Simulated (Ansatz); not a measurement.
# B2W: elastic constants

The task, for B2W: relax the cell, tighten the relaxation for response calculations and compute the elastic constants.

Method: DFT LDA, scalar-relativistic, plane waves, PAW, in Ansatz 0.2.0.

## (1) The system as given

The structure is hexagonal, space group P6/mmm (No. 191). Conventional cell: a = 3.020 Å, b = 3.020 Å, c = 3.050 Å, α = 90.00°, β = 90.00°, γ = 120.00°. B (site symmetry -6m2) is surrounded by 3 B at 1.74 Å and 6 W at 2.32 Å. W (site symmetry 6/mmm) has 12 B at 2.32 Å as nearest neighbours.

Coordinates:

```
B W
1.0
     3.02000    0.00000    0.00000
    -1.51000    2.61540    0.00000
     0.00000    0.00000    3.05000
B W
2 1
Direct
  0.33333 0.66667 0.50000
  0.66667 0.33333 0.50000
  0.00000 0.00000 0.00000
```

The structure comes from the Crystallography Open Database.

(A quick probe on a coarse mesh, which set the mesh and smearing, is not shown.)

## (3) A loose first relaxation

input.yaml reads:

```yaml
crystal:
  lattice:
    - [3.02, 0.0, 0.0]
    - [-1.51, 2.6153967194, 0.0]
    - [0.0, 0.0, 3.05]
  atoms:
    - { symbol: B, position: [0.3333333333, 0.6666666667, 0.5] }
    - { symbol: B, position: [0.6666666667, 0.3333333333, 0.5] }
    - { symbol: W, position: [0.0, 0.0, 0.0] }
basis:
  ecutwfc: 420
kpoints:
  mp_grid: { grid: [6, 6, 6] }
hamiltonian:
  xc: lda
scf:
  occupations: { method: gaussian, width: 0.1 }
output:
  forces: true
  stress: true
  eigenvalues: true
relax:
  adjacent_minimum: "off"
  f_tol: 0.05
  max_steps: 80
  cell: { stress_tol: 0.5 }
```

Command:

```sh
ansatz run input.yaml --threads 1 --pin off --max-ram 3072MiB --backend cpu --events-out ev --progress --plain --runs-dir out
```

Further runs follow: relaxing cell and atoms; a stricter relaxation, with the smearing for a metal; strained cells: the elastic tensor.

**Question.** What will these runs give? Wanted: relaxed cell; volume; formation energy; C11, C12, C44; C33, C13, C66; B, G, E; Poisson ratio; Debye temperature.

**Answer**, as computed:

| quantity | value |
| --- | --- |
| relaxed cell | a = 2.987 Å, b = 2.987 Å, c = 3.310 Å, α = 90.00°, β = 90.00°, γ = 120.00° |
| space group (0.01 Å) | P6/mmm (No. 191) |
| volume | 8.53 Å³/atom |
| formation energy (elements from runs with the same settings, not shown) | -0.14 eV/atom |
| C11, C12, C44 (relaxed-ion) | 659, 164, 156 GPa |
| C33, C13, C66 (relaxed-ion) | 441, 273, 247 GPa |
| B, G, E (Hill) (relaxed-ion) | 351, 172, 443 GPa |
| Poisson ratio (relaxed-ion) | 0.29 |
| Debye temperature | 584 K |

**Reading.** Relaxation raised the volume by 6.2 %. The shape changed too: the edges of the input's cell moved by -1.1, -1.1, +8.5 %. The tensor is positive definite (least eigenvalue 156 GPa), so the crystal resists every homogeneous strain. B/G = 2.04 lies over 1.75, which by Pugh's rule of thumb suggests ductile behaviour; Young's modulus ranges from about 260 to 491 GPa with direction. The runs treat W without spin-orbit coupling.
